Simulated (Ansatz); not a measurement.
# CH₅AlFNS: one species, many methods

One table from this session's results is given with a row withheld; the runs are named, their logs left out.

Program: Ansatz 0.2.0, Gaussian basis. Level of theory: functionals in def2-TZVPP, the program's frozen cores in correlated methods. These are calculated values, not measurements.

Levels to be run: PBE-D4, r2SCAN-D4, PBE0-D4, B3LYP-D4, ωB97X-V, ωB97M-V, B2PLYP; CCSD(T)/def2-TZVPP; MP2/def2-QZVPP; extrapolation to the limit.

### The relaxed structure

All runs share one geometry, relaxed beforehand with PBE0-D4 in a triple-zeta def2 set.

SMILES `C[S][Al]([NH2])[F]`, 10 atoms, charge 0, spin multiplicity 1.

Atoms are counted from 1 here; the program's logs count them from 0.

Bond lengths: C1–S2 1.827 Å, C1–H6 1.088 Å, C1–H7 1.089 Å, C1–H8 1.089 Å, S2–Al3 2.162 Å, Al3–N4 1.754 Å, Al3–F5 1.652 Å, N4–H9 1.006 Å, N4–H10 1.006 Å. Angles: S2–C1–H6 111.9°, S2–C1–H7 108.2°, S2–C1–H8 108.7°, H6–C1–H7 109.3°, H6–C1–H8 109.3°, H7–C1–H8 109.4°, C1–S2–Al3 101.1°, S2–Al3–N4 122.8°, S2–Al3–F5 118.3°, N4–Al3–F5 118.9°, Al3–N4–H9 124.8°, Al3–N4–H10 124.4°, H9–N4–H10 110.7°.

The first run:

in.yaml reads:

```yaml
crystal:
  periodic: [false, false, false]
  atoms:
    - {symbol: C, position_ang: [-0.317347, 1.132695, 1.821687]}
    - {symbol: S, position_ang: [-1.210678, -0.005309, 0.705727]}
    - {symbol: Al, position_ang: [0.308862, -0.412262, -0.777195]}
    - {symbol: N, position_ang: [0.048676, -1.494338, -2.132285]}
    - {symbol: F, position_ang: [1.774251, 0.335569, -0.622127]}
    - {symbol: H, position_ang: [0.674590, 1.374211, 1.445025]}
    - {symbol: H, position_ang: [-0.899895, 2.048126, 1.912706]}
    - {symbol: H, position_ang: [-0.226857, 0.662661, 2.799695]}
    - {symbol: H, position_ang: [-0.805643, -1.994180, -2.312903]}
    - {symbol: H, position_ang: [0.737041, -1.698375, -2.837528]}
basis:
  gaussian: {orbitals: def2-TZVPP}
hamiltonian: {xc: pbe, dispersion: d4}
output: {forces: true, orbitals: {seedname: orbitals}}
```

Launch:

```
$ ansatz run in.yaml --threads 4 --pin off --events-out ev --progress --plain --max-ram 10444MiB
```

Steps of the session up to this table: PBE-D4 (GGA); r2SCAN-D4 (meta-GGA); PBE0-D4 (hybrid); B3LYP-D4 (hybrid); ωB97X-V (range-separated); ωB97M-V (range-separated); B2PLYP (double hybrid); CCSD(T) in def2-TZVPP; MP2 in def2-QZVPP.

One of the session's tables, all rows but one given; the rest of the session is left out.

```
            method  atomisation energy (kcal/mol)
            PBE-D4                          890.8
         r2SCAN-D4                              ?
           PBE0-D4                          874.2
          B3LYP-D4                          876.1
           ωB97X-V                          881.2
           ωB97M-V                          881.8
            B2PLYP                          868.1
     HF/def2-TZVPP                          633.2
    MP2/def2-TZVPP                          871.3
   CCSD/def2-TZVPP                          840.0
CCSD(T)/def2-TZVPP                          853.3
           MP2/CBS                          898.9
       CCSD(T)/CBS                          880.9
```

Estimate the missing values for r2SCAN-D4.

The run gave: atomisation energy (kcal/mol): 879.4. In the column «atomisation energy (kcal/mol)» it lies between B3LYP-D4 (876.1) and CCSD(T)/CBS (880.9).

To keep in mind: Free atoms (1 C, 1 S, 1 Al, 1 N, 1 F, 5 H) were run apart at each level; the atomisation energy is their sum less the molecule, without zero-point or spin-orbit terms.
